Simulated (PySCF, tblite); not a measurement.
# C6H9NO− (doublet): geometry, infrared bands and EPR parameters

Wanted: the infrared bands and EPR parameters of C6H9NO− (doublet) (`C[C@@H]1C=C([C](N)[O-])C1`), by calculation.

Computed with tblite 0.8.0 and PySCF 2.14.0, with density-fitted response routines of our own, on a single molecule in the gas phase. Atoms count from 0, in the outputs and in this text.

## Step 1: The molecule as given

17 atoms, charge -1, multiplicity 2; geometry from: force field or distance geometry start.

Bonds of the start (Å): C0–C1 1.50, C1–C2 1.49, C2–C3 1.30, C3–C4 1.50, C4–N5 1.46, C4–O6 1.39, C3–C7 1.47, C7–C1 1.49, C0–H8 1.11, C0–H9 1.12, C0–H10 1.10, C1–H11 1.13, C2–H12 1.09, N5–H13 1.04, N5–H14 1.05, C7–H15 1.11, C7–H16 1.11.

## Step 2: Relaxing the molecule with GFN2-xTB

Job settings and geometry (Å):

```
{"job": {"kind": "relax", "xc": "GFN2-xTB", "basis": "xTB"}, "charge": -1, "multiplicity": 2}
C     -2.374500     0.279600    -0.383700
C     -1.181200     0.076700     0.510200
C      0.050600     0.798500     0.097600
C      0.773700    -0.238500    -0.184800
C      2.172800    -0.503700    -0.668600
N      2.960400     0.612600    -0.150000
O      2.606200    -1.667200    -0.048600
C     -0.337300    -1.120500     0.216800
H     -2.901100    -0.690800    -0.522500
H     -3.002900     1.052400     0.126200
H     -2.038800     0.642100    -1.368800
H     -1.419100     0.181100     1.609500
H      0.239100     1.875100     0.042600
H      2.681200     1.497400    -0.615900
H      2.684200     0.710300     0.861900
H     -0.783100    -1.706400    -0.614100
H     -0.137200    -1.786700     1.082300
```

Run with:

```console
$ OMP_NUM_THREADS=1 python probes_run.py task.json out
```

The driver reads the jobs from task.json and runs them one after another.

**Question.** This job is followed by: GFN2-xTB harmonic vibrations, gas phase; UKS B3LYP, pcH-1 on C H N O, non-relativistic, mean-field spin-orbit, GIAO. What will the session give for the following? strongest single infrared mode (GFN2-xTB); zero-point energy (GFN2-xTB); g(iso) (B3LYP); ⟨S²⟩; largest a(iso) (averaged by class).

**Answer**, as computed:

```
                                 quantity                  value
strongest single infrared mode (GFN2-xTB)  1437 cm⁻¹, 292 km/mol
             zero-point energy (GFN2-xTB)          84.8 kcal/mol
                           g(iso) (B3LYP)                2.00330
                                     ⟨S²⟩     0.756 (exact 0.75)
       largest a(iso) (averaged by class)    13C on C0, 61.5 MHz
```

The optimisation took 91 steps and gained 2.311 eV; among the close pairs (by a distance rule), C4–O6 changed most, from 1.388 to 1.262 Å. All 45 modes are real, so the xTB geometry is a minimum. The strongest single mode, at 1437 cm⁻¹, is spread over several atoms, C3, C4, C2, O6 among them. Unscaled tight-binding wavenumbers are off by several per cent, some by more. Its intensities can rank the bands wrongly. The largest share of the spin, 0.53 e, sits on C2. The isotropic g lies 1.0 ppt above the free-electron value. The records flag this anion as possibly unbound in the gas phase, so the basis may hold the extra electron. These values are for one conformer; the search (at its own cheap level) found 2 more, at 0.01, 1.05 kcal/mol (those within 0.05 may be mirror or relabelled copies), and measured spectra average over such forms.
